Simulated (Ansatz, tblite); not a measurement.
**Tetramethylammonium hexafluoroantimonate (C4H12F6NSb): one state, many levels**

One table from this session's results is given with a row withheld; the runs are named, their logs left out.

Program: Ansatz 0.2.0, Gaussian basis. Level of theory: as each input shows. These are calculated values, not measurements.

Plan: GFN1-xTB, GFN2-xTB, PBE-D4/def2-TZVP, r2SCAN-D4/def2-TZVP, LDA/def2-TZVP, revPBE-D4/def2-TZVP, PBE-D4/def2-SVP, PBE0-D4/def2-SVP, MP2/def2-SVP.

6 further runs of the same task are left out: 4 that didn't finish, 2 set aside as unsound or not needed. Runs told in other sessions of the task aren't counted.

### The relaxed structure

The singlet was relaxed beforehand with PBE-D4/def2-SVP.

SMILES `C[N+](C)(C)C.[F][Sb-]([F])([F])([F])([F])[F]`, 24 atoms, charge 0, spin multiplicity 1.

Bond lengths: C1–N2 1.508 Å, C1–H6 1.105 Å, C1–H7 1.105 Å, C1–H8 1.105 Å, N2–C3 1.508 Å, N2–C4 1.508 Å, N2–C5 1.496 Å, C3–H9 1.105 Å, C3–H10 1.105 Å, C3–H11 1.105 Å, C4–H12 1.105 Å, C4–H13 1.105 Å, C4–H14 1.105 Å, C5–H15 1.105 Å, C5–H16 1.105 Å, C5–H17 1.105 Å, F18–Sb19 1.931 Å, Sb19–F20 1.930 Å and more. Angles: N2–C1–H6 108.3°, N2–C1–H7 108.3°, N2–C1–H8 108.4°, H6–C1–H7 110.6°, H6–C1–H8 110.7°, H7–C1–H8 110.5°, C1–N2–C3 109.3°, C1–N2–C4 109.2°, C1–N2–C5 109.7°, C3–N2–C4 109.2°, C3–N2–C5 109.7°, C4–N2–C5 109.7°, N2–C3–H9 108.3°, N2–C3–H10 108.4°, N2–C3–H11 108.3°, H9–C3–H10 110.5°, H9–C3–H11 110.5°, H10–C3–H11 110.8° and more.

Sb takes a core potential in the def2 sets. No spin-orbit coupling is included.

PBE0-D4/def2-TZVP was run before; its log isn't repeated, and its numbers join the tables.

The first run:

Tight binding, by tblite at 300 K electronic temperature and without a spin-polarisation term:

```python
tblite.interface.Calculator('GFN1-xTB', numbers, positions, charge=0, uhf=0).singlepoint()
```

Tight binding, by tblite at 300 K electronic temperature and without a spin-polarisation term:

```python
tblite.interface.Calculator('GFN2-xTB', numbers, positions, charge=0, uhf=0).singlepoint()
```

start.molden holds the orbitals of an earlier run on this state, given as this run's starting guess.

Contents of in.yaml:

```yaml
crystal:
  periodic: [false, false, false]
  atoms:
    - {symbol: C, position_ang: [-0.671622, 1.410686, -0.410010]}
    - {symbol: N, position_ang: [0.196622, 1.009823, 0.756315]}
    - {symbol: C, position_ang: [1.516367, 0.494146, 0.240840]}
    - {symbol: C, position_ang: [-0.492461, -0.081799, 1.535825]}
    - {symbol: C, position_ang: [0.429687, 2.193368, 1.641916]}
    - {symbol: H, position_ang: [-0.867853, 0.511251, -1.021215]}
    - {symbol: H, position_ang: [-1.616508, 1.823795, -0.012720]}
    - {symbol: H, position_ang: [-0.133093, 2.174041, -1.000250]}
    - {symbol: H, position_ang: [2.014480, 1.308403, -0.315814]}
    - {symbol: H, position_ang: [2.130859, 0.184986, 1.105496]}
    - {symbol: H, position_ang: [1.316960, -0.364537, -0.425013]}
    - {symbol: H, position_ang: [-1.469540, 0.300354, 1.881632]}
    - {symbol: H, position_ang: [-0.630976, -0.950438, 0.867448]}
    - {symbol: H, position_ang: [0.145277, -0.350294, 2.397260]}
    - {symbol: H, position_ang: [-0.541199, 2.551936, 2.029275]}
    - {symbol: H, position_ang: [0.918260, 2.993426, 1.056206]}
    - {symbol: H, position_ang: [1.081363, 1.894231, 2.483158]}
    - {symbol: F, position_ang: [-1.535304, -2.406000, -3.492349]}
    - {symbol: Sb, position_ang: [-0.485120, -2.502048, -1.874896]}
    - {symbol: F, position_ang: [-1.364060, -4.112221, -1.274542]}
    - {symbol: F, position_ang: [-1.826013, -1.401227, -0.921192]}
    - {symbol: F, position_ang: [0.944240, -3.475880, -2.732827]}
    - {symbol: F, position_ang: [0.552461, -2.421719, -0.192546]}
    - {symbol: F, position_ang: [0.387154, -0.784276, -2.321978]}
basis:
  gaussian: {orbitals: def2-TZVP, initial_orbitals: start.molden}
hamiltonian: {xc: pbe, dispersion: d4}
scf: {omitted_lower_state_checks: [starts]}
output: {orbitals: {seedname: orbitals}}
```

Command:

```bash
$ ansatz run in.yaml --threads 4 --pin off --events-out ev --progress --plain --max-ram 6963MiB
```

Among the steps run: PBE-D4/def2-TZVP; r2SCAN-D4/def2-TZVP; LDA/def2-TZVP; revPBE-D4/def2-TZVP; PBE-D4/def2-SVP; PBE0-D4/def2-SVP; MP2/def2-SVP.

One of the session's tables, all rows but one given; the rest of the session is left out.

It belongs to the step «Binding energy». 

```
              level  binding an atom (eV)
        HF/def2-SVP                     ?
      LDA/def2-TZVP                 4.419
    PBE-D4/def2-SVP                 3.902
   PBE-D4/def2-TZVP                 3.891
revPBE-D4/def2-TZVP                 3.782
r2SCAN-D4/def2-TZVP                 3.800
   PBE0-D4/def2-SVP                 3.778
  PBE0-D4/def2-TZVP                 3.774
       MP2/def2-SVP                 3.649
```

**Question.** Estimate the row for HF/def2-SVP.

As computed: binding an atom (eV): 2.645. In the column «binding an atom (eV)» it is the lowest.

Limits of these values: Free atoms were run apart at each level; binding is atoms less cluster, divided by the number of atoms, without zero-point or spin-orbit terms.
